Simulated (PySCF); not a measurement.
**BCNF2 (SMILES N#CB(F)F) at 5 levels**

Wanted: a comparison of 5 runs (BLYP/cc-pVDZ, BLYP/pcseg-1, PBE/def2-SVP, PBE0/def2-SVP, B3LYP/6-31G*) of BCNF2. 

Program for the calculation: PySCF 2.14.0.

## Step 1: The system as given

The species is BCNF2 (5 atoms), meant as a singlet with charge 0. As SMILES, `N#CB(F)F`. Geometry: relaxed at PBE0-D4/def2-TZVP.

Bond lengths: N1–C2 1.150 Å, C2–B3 1.543 Å, B3–F4 1.306 Å, B3–F5 1.306 Å. Angles: N1–C2–B3 180.0°, C2–B3–F4 119.9°, C2–B3–F5 119.9°, F4–B3–F5 120.2°.

## Step 2: Energy and gradient at BLYP/cc-pVDZ (run 1)

File calc.py:

```python
# N#CB(F)F
import pyscf.grad
from pyscf import gto, dft

mol = gto.M(
    atom='''
N     -0.715100     1.789700     0.801000
C     -0.319400     0.804800     0.359300
B      0.212000    -0.517400    -0.233800
F      1.451200    -0.872800    -0.026200
F     -0.578700    -1.277900    -0.941900
''',
    basis='cc-pvdz',
    verbose=3,
    max_memory=1860,
    charge=0,
)

calc0 = dft.RKS(mol, xc='blyp')
calc0.conv_tol = 1e-10
calc0.grids.level = 5
calc0.kernel()
if not calc0.converged:
    calc0 = calc0.newton().run(calc0.mo_coeff, calc0.mo_occ)

energy = calc0.e_tot
print(f'total energy: {energy:.8f} hartree')
grad = calc0.Gradients().kernel()
dip = calc0.dip_moment()
pop, q = calc0.mulliken_pop()
```

Command:

```bash
$ OMP_NUM_THREADS=1 python calc.py
```

Output:

```text
converged SCF energy = -317.467661258114
total energy: -317.46766126 hartree
[... 8 lines left out ...]
Dipole moment(X, Y, Z, Debye):  0.60556, -1.50724, -0.67607
[... 76 lines left out ...]
charge of    4F =     -0.00165
```

Wall time 23 s (1 thread of Intel Xeon at 2.70GHz, shared host); peak memory 0.69 GiB.

## Step 3: Energy and forces at BLYP/pcseg-1 (run 2)

File input.py:

```python
# N#CB(F)F
from pyscf import gto, dft

mol = gto.M(
    atom='''
N     -1.351343     3.382043     1.513671
C     -0.603579     1.520852     0.678979
B      0.400622    -0.977744    -0.441818
F      2.742371    -1.649353    -0.049511
F     -1.093585    -2.414881    -1.779933
''',
    unit='bohr',
    charge=0,
    max_memory=1860,
    verbose=3,
    basis='pcseg-1',
)

mf = dft.RKS(mol, xc='blyp')
mf.grids.level = 5
mf.conv_tol = 1e-10
mf.kernel()
if not mf.converged:
    mf = mf.newton().run(mf.mo_coeff, mf.mo_occ)

etot = mf.e_tot
print('E(%s) = %.9f' % ('BLYP', etot))
grad = mf.nuc_grad_method().kernel()
dip = mf.dip_moment()
pop, q = mf.mulliken_pop()
```

Command:

```bash
$ OMP_NUM_THREADS=1 python input.py
```

Output:

```text
converged SCF energy = -317.407227118245
[... 9 lines left out ...]
Dipole moment(X, Y, Z, Debye):  0.62600, -1.55804, -0.69885
[... 76 lines left out ...]
charge of    4F =     -0.15542
```

Run time: 25 s. Hardware: 1 thread of Intel Xeon at 2.70GHz, shared host; peak memory 0.69 GiB.

## Step 4: Energy and forces at PBE/def2-SVP (run 3)

File job.py:

```python
import pyscf.grad
from pyscf import gto, dft

mol = gto.M(
    atom=[
    ('N', (-0.715100, 1.789700, 0.801000)),
    ('C', (-0.319400, 0.804800, 0.359300)),
    ('B', (0.212000, -0.517400, -0.233800)),
    ('F', (1.451200, -0.872800, -0.026200)),
    ('F', (-0.578700, -1.277900, -0.941900)),
],
    charge=0,
    spin=0,
    basis='def2-svp',
    max_memory=1860,
    verbose=4,
)

mf = dft.RKS(mol)
mf.xc = 'pbe'
mf.grids.level = 5
mf.conv_tol = 1e-10
mf.kernel()
if not mf.converged:
    mf = mf.newton().run(mf.mo_coeff, mf.mo_occ)

e_final = mf.e_tot
print('Final energy', e_final)
grad = mf.Gradients().kernel()
mf.analyze()
```

Command:

```bash
$ OMP_NUM_THREADS=1 python job.py
```

Output:

```text
PySCF version 2.14.0

[... 96 lines left out ...]
DFT Exchange-Correlation Energy =      -36.935464503196400
[... 15 lines left out ...]
MO #14  energy= -0.406424746783945 occ= 2
[... 13 lines left out ...]
MO #28  energy= 0.39899639267886   occ= 0
[... 13 lines left out ...]
MO #42  energy= 1.12932440435553   occ= 0
[... 13 lines left out ...]
MO #56  energy= 2.15722096309401   occ= 0
[... 13 lines left out ...]
MO #70  energy= 3.75638012616512   occ= 0
[... 78 lines left out ...]
Dipole moment(X, Y, Z, Debye):  0.60655, -1.50958, -0.67711
```

Wall time 18 s (1 thread of Intel Xeon at 2.70GHz, shared host); peak memory 0.69 GiB.

Run 4 isn't shown in full; the table further down has it.

## Step 5: Energy and gradient at B3LYP/6-31G(d) (Cartesian functions) (run 5)

File input.py:

```python
from pyscf import gto, dft

system = gto.M(
    atom='''
N     -1.351343     3.382043     1.513671
C     -0.603579     1.520852     0.678979
B      0.400622    -0.977744    -0.441818
F      2.742371    -1.649353    -0.049511
F     -1.093585    -2.414881    -1.779933
''',
    max_memory=1860,
    basis='6-31g*',
    cart=True,
    verbose=3,
    unit='bohr',
)

mf = dft.RKS(system, xc='b3lyp')
mf.grids.level = 5
mf.conv_tol = 1e-10
mf.kernel()
if not mf.converged:
    mf = mf.newton().run(mf.mo_coeff, mf.mo_occ)

etot = mf.e_tot
print('E = %.10f Eh' % etot)
grad = mf.nuc_grad_method().kernel()
mf.analyze()
```

Command:

```bash
$ OMP_NUM_THREADS=1 python input.py
```

Output:

```text
converged SCF energy = -317.497349147744
[... 19 lines left out ...]
MO #10  energy= -0.587562785004905 occ= 2
[... 12 lines left out ...]
MO #23  energy= 0.181692259048814  occ= 0
[... 12 lines left out ...]
MO #36  energy= 1.04590679951187   occ= 0
[... 12 lines left out ...]
MO #49  energy= 1.59685751056329   occ= 0
[... 12 lines left out ...]
MO #62  energy= 2.23554427830004   occ= 0
[... 12 lines left out ...]
MO #75  energy= 4.78846130722505   occ= 0
[... 6 lines left out ...]
Dipole moment(X, Y, Z, Debye):  0.64613, -1.60820, -0.72135
```

It took 29 s on 1 thread of Intel Xeon at 2.70GHz, shared host; peak memory 0.73 GiB.

## Step 6: All runs side by side

```
run                               level  Cartesian functions  energy (Eh)  dipole moment (D)  HOMO energy (eV)  LUMO energy (eV)  wall time
  1                        BLYP/cc-pVDZ                   no  -317.467661               1.76             -8.76             -2.82       23 s
  2                        BLYP/pcseg-1                   no  -317.407227               1.82             -9.06             -3.09       25 s
  3                        PBE/def2-SVP                   no  -316.922184               1.76             -8.96             -3.08       18 s
  4                       PBE0/def2-SVP                   no  -316.923394               1.72            -10.65             -2.16       22 s
  5  B3LYP/6-31G* (Cartesian functions)                  yes  -317.497349               1.88            -10.06             -2.11       29 s
```

## Step 7: Summary of results

| quantity | value |
| --- | --- |
| run 5: total energy | -317.49735 Eh |
| run 5: dipole moment | 1.88 D |
| run 5: HOMO energy | -10.06 eV |
| run 5: LUMO energy | -2.11 eV |
| run 5: HOMO–LUMO gap | 7.95 eV |
| run 5: largest force on an atom | 1.497 eV/Å |

The dipole moment (its size) runs from 1.72 D (PBE0/def2-SVP) to 1.88 D (B3LYP/6-31G*). The two ends differ in method and basis. The HOMO–LUMO gap runs from 5.89 eV (PBE/def2-SVP) to 8.49 eV (PBE0/def2-SVP). Totals of different functionals can't be ranked against each other. All runs together took 2 min, the longest 29 s.
